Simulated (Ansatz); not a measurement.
# MoS2: the cost of one run

Program: Ansatz 0.2.0. Level of theory: DFT PBE, scalar-relativistic, plane waves, PAW. These are calculated values, not measurements.

The runs add the D3(BJ) dispersion term to the functional named.

### 1 The starting structure

It takes space group P6_3/mmc (No. 194, hexagonal). The conventional cell has a = 3.169 Å, b = 3.169 Å, c = 12.324 Å, α = 90.00°, β = 90.00°, γ = 120.00°. Around Mo (site symmetry -6m2) lie 6 S at 2.41 Å. S (site symmetry 3m) has 3 Mo at 2.41 Å as nearest neighbours.

As a file:

```
Mo S
1.0
     3.16900    0.00000    0.00000
    -1.58450    2.74443    0.00000
     0.00000    0.00000   12.32400
Mo S
2 4
Cartesian
  0.0000 1.8296 3.0810
  1.5845 0.9148 9.2430
  0.0000 1.8296 7.6779
  1.5845 0.9148 1.5159
  0.0000 1.8296 10.8081
  1.5845 0.9148 4.6461
```

The moments start at Mo 2.00 μB.

### 2 First run, at the start cell

File input.yaml:

```yaml
crystal:
  lattice:
    - [3.169, 0.0, 0.0]
    - [-1.5845, 2.7444345046, 0.0]
    - [0.0, 0.0, 12.324]
  atoms:
    - { symbol: Mo, position: [0.3333333333, 0.6666666667, 0.25], spin: 2.0 }
    - { symbol: Mo, position: [0.6666666667, 0.3333333333, 0.75], spin: 2.0 }
    - { symbol: S, position: [0.3333333333, 0.6666666667, 0.623] }
    - { symbol: S, position: [0.6666666667, 0.3333333333, 0.123] }
    - { symbol: S, position: [0.3333333333, 0.6666666667, 0.877] }
    - { symbol: S, position: [0.6666666667, 0.3333333333, 0.377] }
basis:
  ecutwfc: 420
  ecutrho_ratio: 4
kpoints:
  mp_grid: { grid: [10, 10, 4] }
hamiltonian:
  xc: pbe
  dispersion: d3bj
scf:
  occupations: { method: gaussian, width: 0.05 }
output:
  forces: true
  stress: true
  eigenvalues: true
  populations: true
magnetization:
  spin_polarized: true
relax:
  f_tol: 0.01
  max_steps: 60
  cell: { stress_tol: 0.04 }
```

Run with:

```bash
$ ansatz run input.yaml --threads 4 --pin off --max-ram 10240MiB --backend cpu --events-out ev --progress --plain --runs-dir out
```

Q: Estimate wall time and peak memory on 4 threads of AMD EPYC 9R14 (Zen 4), shared host.

About 21 s, with a peak of 0.66 GiB.
